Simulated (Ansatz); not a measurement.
Consider an atomisation energy of CH4ClFGe, SMILES [F][GeH2][CH2]Cl (the Ansatz DFT code, driven from Python).

`tae.py`:
```python
"""Energy to split CH4ClFGe into its atoms."""

from collections import Counter

import ansatz

BASIS_SET = "cc-pVDZ"
XC = "r2scan"


def single_point(molecule, charge=0, unpaired=0):
    calc = molecule.calculation().basis(gaussian=BASIS_SET).functional(XC).scf(lower_state_search="standard")
    if charge:
        calc = calc.charge(charge)
    if unpaired:
        calc = calc.spin("collinear", total=unpaired)
    report = calc.run(threads=1).report
    if report["published_state_doubts"]:
        print("  doubts:", report["published_state_doubts"])
    return report["free_energy_ev"]

geometry_ang = [
    ("F", (-1.9834, 0.7557, -0.3277)),
    ("Ge", (-0.3078, 0.8838, -0.0392)),
    ("C", (0.3724, -0.9077, 0.1781)),
    ("Cl", (0.2004, -1.8408, -1.2933)),
    ("H", (0.4003, 1.5604, -1.2582)),
    ("H", (-0.0443, 1.7263, 1.2472)),
    ("H", (1.5211, -0.8505, 0.3987)),
    ("H", (-0.0665, -1.3843, 1.0387)),
]
geometry = ansatz.Crystal.molecule()
for symbol, xyz in geometry_ang:
    geometry = geometry.atom(symbol, xyz)

# Hund ground states
unpaired = {"F": 1, "Ge": 2, "C": 2, "Cl": 1, "H": 1}
counts = Counter(site.symbol for site in geometry.cartesian_sites)
atom_energy = {s: single_point(ansatz.Crystal.molecule().atom(s, (0, 0, 0)), 0, unpaired[s]) for s in counts}
whole = single_point(geometry, 0, 0)
for s, e in atom_energy.items():
    print(f"{s:2s} x{counts[s]}  {e:14.5f} eV")
print(f"CH4ClFGe: {whole:.5f} eV")
split = sum(counts[s] * e for s, e in atom_energy.items()) - whole
print(f"atomisation energy (no zero-point term): {96.485332 * split:.1f} kJ/mol, {split / sum(counts.values()):.3f} eV an atom")
```

What does it cost to take this molecule apart into atoms?

2495.3 kJ/mol from the electronic energies, without the zero-point term.

The run itself:

```console
$ python tae.py
F  x1     -2712.59777 eV
Ge x1    -56514.61198 eV
C  x1     -1029.30532 eV
Cl x1    -12520.20592 eV
H  x4       -13.58415 eV
CH4ClFGe: -72856.92003 eV
atomisation energy (no zero-point term): 2495.3 kJ/mol, 3.233 eV an atom
```

Reading the output:
- The settings weren't tested for convergence.
- The geometry is a force-field or estimated start, not a minimum of this method, and the basis set is short of its limit. All parts are taken at fixed geometry, without zero-point energy.
- For Al to Cl the sets with a tight d function, cc-pV(X+d)Z, are usual.
- Wall time of the script: 10 s on 1 thread of Arm Neoverse V1 (shared host), peak memory 0.22 GiB.

(Lines on the test bed's own set-up are left out of the output.)
